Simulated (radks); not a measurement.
# The first electron to leave Pt

The task here is to estimate one member of a computed series from the others.

Program: radks (a radial shooting solver on a logarithmic mesh, Libxc functionals) version 1. Level of theory: non-relativistic Kohn-Sham, PBE, spin-polarised, spherical densities, point nucleus; open shells are filled with parallel spins first. These are calculated values, not measurements, unless marked.

6 further runs of the same task are left out: 6 set aside as unsound or not needed.

## Starting point

- element: platinum (Z = 78)
- charge: 0
- electrons: 78
- configuration: [Xe] 4f14 5d10

The outer shells:

Pt
```
[Xe] core
4f [↑↓][↑↓][↑↓][↑↓][↑↓][↑↓][↑↓]
5d [↑↓][↑↓][↑↓][↑↓][↑↓]
```

The first run:

The run's settings:

```text
Z 78
configuration [Xe] 4f14 5d10
relativity non-relativistic
functional pbe,pbe
spin polarised
nucleus point
```

Among the steps run: The parent, Pt.

One table of the session follows, with a row left open; its other results are not shown here.

It belongs to the step «The parent, Pt». Sizes of the orbitals, from the radial functions (bohr):

| level | <r> | outermost maximum (interpolated) | 90 % within | nodes |
| --- | --- | --- | --- | --- |
| 3d | 0.1722 | 0.142 | 0.266 | 0 |
| 4s | 0.4564 | 0.428 | 0.653 | 3 |
| 4p | 0.4611 | 0.428 | 0.667 | 2 |
| 4d | 0.4706 | 0.421 | 0.701 | 1 |
| 4f | 0.5034 | 0.380 | 0.808 | 0 |
| 5s | 1.056 | 0.958 | 1.51 | 4 |
| 5p | ? | ? | ? | ? |
| 5d | 1.735 | 1.26 | 2.81 | 2 |

Q: Estimate the row for 5p from the others.

The run gave: <r>: 1.156; outermost maximum (interpolated): 1.02; 90 % within: 1.69; nodes: 3. In the column «<r>» it lies between 5s (1.056) and 5d (1.735).

Caveats from the session: Relativity is left out here, which matters for elements this heavy. Open shells are spherical and high-spin; term and fine-structure splittings are not resolved.
